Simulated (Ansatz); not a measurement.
# BFH3NSe: the cost of one run

The runs use Ansatz 0.2.0, Gaussian basis; the settings change from run to run.

**1. The geometry**

The geometry comes from an earlier relaxation with PBE0-D4 in a triple-zeta def2 set; it is a stationary point, not always the lowest conformer.

7 atoms, charge 0, spin multiplicity 1.

Atoms are counted from 1 here; the program's logs count them from 0.

Bond lengths: N1–B2 1.392 Å, N1–H5 1.003 Å, N1–H6 1.006 Å, B2–F3 1.335 Å, B2–Se4 1.968 Å, Se4–H7 1.465 Å. Angles: B2–N1–H5 124.0°, B2–N1–H6 121.4°, H5–N1–H6 114.6°, N1–B2–F3 119.3°, N1–B2–Se4 121.3°, F3–B2–Se4 119.3°, B2–Se4–H7 93.2°.

**2. r2SCAN/aug-cc-pVTZ**

This run has D3(BJ) with three-body dispersion, the search for lower states set to full.

Input file in.yaml:

```yaml
crystal:
  periodic: [false, false, false]
  atoms:
    - {symbol: N, position_ang: [-0.555520, 0.680660, 0.839843]}
    - {symbol: B, position_ang: [0.205446, -0.192809, 0.067289]}
    - {symbol: F, position_ang: [1.102402, -0.981814, 0.663935]}
    - {symbol: Se, position_ang: [-0.014719, -0.287876, -1.885554]}
    - {symbol: H, position_ang: [-1.246714, 1.303646, 0.464595]}
    - {symbol: H, position_ang: [-0.444839, 0.729865, 1.838357]}
    - {symbol: H, position_ang: [1.015245, -1.319670, -2.034265]}
basis:
  gaussian: {orbitals: aug-cc-pVTZ}
hamiltonian: {xc: {name: r2SCAN}, dispersion: d3bjatm}
scf: {lower_state_search: full}
```

The run is started by

```sh
$ ansatz run in.yaml --threads 2 --pin off --events-out ev --progress --plain --max-ram 4352MiB
```

**Question.** How long does this run take on 2 threads of AMD EPYC 7R32, shared host, and how much memory does it need?

About 7.5 s, with a peak of 0.4 GiB.
